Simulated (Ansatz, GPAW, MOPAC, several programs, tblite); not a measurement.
# What cheap methods get right for SnSeO (a single layer)

How much accuracy does each second buy? SnSeO as a single layer in vacuum is computed with 8 methods, from the cheapest up to r2SCAN.

Computed with MOPAC, tblite, GPAW, Ansatz (versions at each run) (no spin polarisation, static lattice; gaps from single points on the cell relaxed beforehand with r²SCAN, unless a step's input says otherwise).

### 1 Starting point

It takes space group P3m1 (No. 156, trigonal). Conventional cell: a = 3.413 Å, b = 3.413 Å, c = 29.709 Å, α = 90.00°, β = 90.00°, γ = 120.00°. Sn (site symmetry 3m) has 3 O at 2.22 Å and 3 Se at 2.71 Å as nearest neighbours. Around O (site symmetry 3m) lie 3 Sn at 2.22 Å. Around Se (site symmetry 3m) lie 3 Sn at 2.71 Å.

Coordinates:

```cif
data_structure
_symmetry_space_group_name_H-M 'P3m1'
_symmetry_Int_Tables_number 156
_cell_length_a 3.4132
_cell_length_b 3.4132
_cell_length_c 29.7092
_cell_angle_alpha 90.000
_cell_angle_beta 90.000
_cell_angle_gamma 120.000
_cell_volume 299.74
loop_
_atom_site_label
_atom_site_type_symbol
_atom_site_symmetry_multiplicity
_atom_site_Wyckoff_symbol
_atom_site_fract_x
_atom_site_fract_y
_atom_site_fract_z
_atom_site_occupancy
Sn1 Sn 1 b 0.33333 0.66667 0.31233 1
O1 O 1 c 0.66667 0.33333 0.34664 1
Se1 Se 1 c 0.66667 0.33333 0.24984 1
```

The cell holds a single layer (2H monolayer (Janus)) with vacuum along c; the form is built, and need not be the compound's stable one.

**Question.** The methods are PM6, PM7, GFN1-xTB (tblite), GFN2-xTB (tblite), PBE/single-zeta, coarse PBE, PBE, r2SCAN. What gap does r2SCAN give on this cell, and which other methods (full PBE left aside) come nearest to r2SCAN and farthest in gap?

```
                                      quantity                                                                                                  value
                                        r2SCAN                                                                                                 no gap
gap: nearest and farthest of the other methods  GFN1-xTB (tblite), GFN2-xTB (tblite), PBE/single-zeta, coarse PBE (about 0.00 eV off); PM7 (+4.27 eV)
```

In words: For the gap (full PBE left aside), GFN1-xTB (tblite), GFN2-xTB (tblite), PBE/single-zeta, coarse PBE tie for nearest to r2SCAN; PM7 is farthest. A minimal basis or a coarse cutoff and mesh shifts results by its own error, so closeness to r2SCAN can be chance. Cluster runs see only the k-points that fold onto the zone centre, so their gaps can miss the band edges. Overlaps count as a gap of zero in the misses; they are PBE/single-zeta -0.43, coarse PBE -0.45, PBE -0.44, r2SCAN -0.40 eV. CPU times run from 0.28 s (PM6) to 30 s (r2SCAN). PM6, PM7 disagree with r2SCAN even on whether there is a gap. Semilocal functionals can close a small real gap, so r2SCAN's «no gap» may be its own error. r2SCAN is a yardstick, not the truth. Spin-orbit coupling is left out throughout.
